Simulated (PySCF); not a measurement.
# C7H9O: the cost of one run

Programs: PySCF 2.14.0, with routines of our own; each step states its level. All values are computed. Atoms count from 0.

### 1 The starting structure

17 atoms, charge 0, multiplicity 2; geometry from: GFN2-xTB.

### 2 Open-shell or spin-flip excitations: unrestricted TDDFT B3LYP/def2-SVPD

Job settings and geometry (Å):

```
{"job": {"kind": "uabs", "xc": "B3LYP", "basis": "def2-SVPD", "nstates": 10, "tda": false}, "charge": 0, "multiplicity": 2}
C      2.189507    -0.285944    -0.138470
C      1.031728     0.359215    -0.850956
O      1.120655     0.946049    -1.895775
C     -0.286384     0.178364    -0.144749
C     -1.575470     0.974194    -0.405163
C     -1.851999    -0.110009     0.646438
C     -0.541311     0.245578     1.368811
C     -1.098829    -1.136391    -0.209729
H      1.979238    -1.340758     0.025050
H      3.097537    -0.176491    -0.725156
H      2.321076     0.186479     0.833041
H     -1.584381     2.006957    -0.072606
H     -2.037347     0.856000    -1.379262
H     -0.478104     1.227055     1.828301
H     -0.091861    -0.525170     1.987427
H     -0.675894    -1.999097     0.296474
H     -1.525159    -1.394000    -1.173588
```

With the program's defaults for keys left out, this is: unrestricted TDDFT B3LYP/def2-SVPD, vertical, gas phase, core orbitals frozen in the response.

On the command line:

```sh
> OMP_NUM_THREADS=1 python excited_run.py task.json out
```

One launch serves the whole session: the jobs run in the order shown.

Q: Estimate the wall time and peak memory of this first job on 1 thread of Arm Neoverse V1, shared host.

About 2.2 min, with a peak of 0.86 GiB.
